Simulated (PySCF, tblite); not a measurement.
**C7H14NP: geometry, infrared bands and NMR shifts**

What infrared bands and NMR shifts should C7H14NP (`C=CP(NC)C1CCC1`) show?

Computed with tblite 0.8.0 and PySCF 2.14.0, with density-fitted response routines of our own, on a single molecule in the gas phase. Atoms count from 0, in the outputs and in this text.

### 1 The molecule as given

23 atoms, charge 0, multiplicity 1; geometry from: force field or distance geometry start.

Bonds of the start (Å): C0–C1 1.32, C1–P2 1.82, P2–N3 1.83, N3–C4 1.45, P2–C5 1.81, C5–C6 1.54, C6–C7 1.53, C7–C8 1.54, C8–C5 1.52, C0–H9 1.07, C0–H10 1.10, C1–H11 1.10, N3–H12 1.05, C4–H13 1.09, C4–H14 1.13, C4–H15 1.12, C5–H16 1.13, C6–H17 1.10, C6–H18 1.10, C7–H19 1.09, C7–H20 1.13, C8–H21 1.11, C8–H22 1.08.

### 2 Relaxing the molecule with GFN2-xTB

Job settings and geometry (Å):

```
{"job": {"kind": "relax", "xc": "GFN2-xTB", "basis": "xTB"}, "charge": 0, "multiplicity": 1}
C     -2.069700    -2.478000     0.493700
C     -1.503400    -1.610900    -0.323500
P     -0.905000    -0.008500     0.286100
N     -1.865800     1.330400    -0.507800
C     -1.608800     2.542700     0.251400
C      0.851700     0.344900     0.022000
C      1.845400    -0.353600     0.963800
C      2.828800    -0.181600    -0.192200
C      1.586900    -0.416600    -1.068200
H     -2.270700    -2.344100     1.541100
H     -2.404600    -3.427600     0.050100
H     -1.374500    -1.894800    -1.373400
H     -2.884500     1.067800    -0.515800
H     -2.485200     2.807500     0.849800
H     -1.279800     3.364500    -0.443300
H     -0.752200     2.399200     0.960000
H      1.028500     1.459700    -0.006500
H      2.118700     0.202900     1.866800
H      1.471100    -1.383500     1.103900
H      3.608500    -0.935600    -0.253200
H      3.140400     0.889900    -0.341400
H      1.626400     0.105800    -2.043300
H      1.293000    -1.453700    -1.037100
```

The run is started by

```console
OMP_NUM_THREADS=1 python probes_run.py task.json out
```

The driver reads the jobs from task.json and runs them one after another.

**Question.** This job is followed by: GFN2-xTB harmonic vibrations, gas phase; GIAO PBE0/pcSseg-1 NMR shielding, non-relativistic, gas phase. Predict these results of the whole session: strongest single infrared mode (GFN2-xTB); zero-point energy (GFN2-xTB); ¹³C shifts against TMS (PBE0/pcSseg-1, means over atoms taken as alike); ¹H shifts against TMS (PBE0/pcSseg-1, means over atoms taken as alike); ³¹P shifts against H3PO4 (PBE0/pcSseg-1); ¹⁵N shifts against NH3 (PBE0/pcSseg-1).

**Answer**, as computed:

| quantity | value |
| --- | --- |
| strongest single infrared mode (GFN2-xTB) | 3010 cm⁻¹, 79 km/mol |
| zero-point energy (GFN2-xTB) | 122.8 kcal/mol |
| ¹³C shifts against TMS (PBE0/pcSseg-1, means over atoms taken as alike) | 154.4, 138.3, 32.9, 32.4, 20.2, 20.2 ppm |
| ¹H shifts against TMS (PBE0/pcSseg-1, means over atoms taken as alike) | 6.86, 6.33, 6.30, 2.65, 2.46, 2.23, 2.14, 2.03, 1.71, -0.09 ppm |
| ³¹P shifts against H3PO4 (PBE0/pcSseg-1) | 37.2 ppm |
| ¹⁵N shifts against NH3 (PBE0/pcSseg-1) | 36.5 ppm |

Relaxing lowered the energy by 1.824 eV in 251 steps; the close pair that moved most is P2–N3, from 1.829 to 1.735 Å. All 63 modes are real, so the xTB geometry is a minimum. Unscaled tight-binding wavenumbers are off by several per cent, some by more. Its intensities can rank the bands wrongly. C1 (alkene CH) lies farthest downfield among carbon, at 154.4 ppm; an sp2 carbon of a C=C bond. The most deshielded hydrogen is H11 (hydrogen on an alkene CH), at 6.86 ppm: attached to an sp2 carbon and in the plane of the double bond. At PBE0/pcSseg-1: The largest span, 242 ppm, is at C0, where the paramagnetic term is -205 ppm.
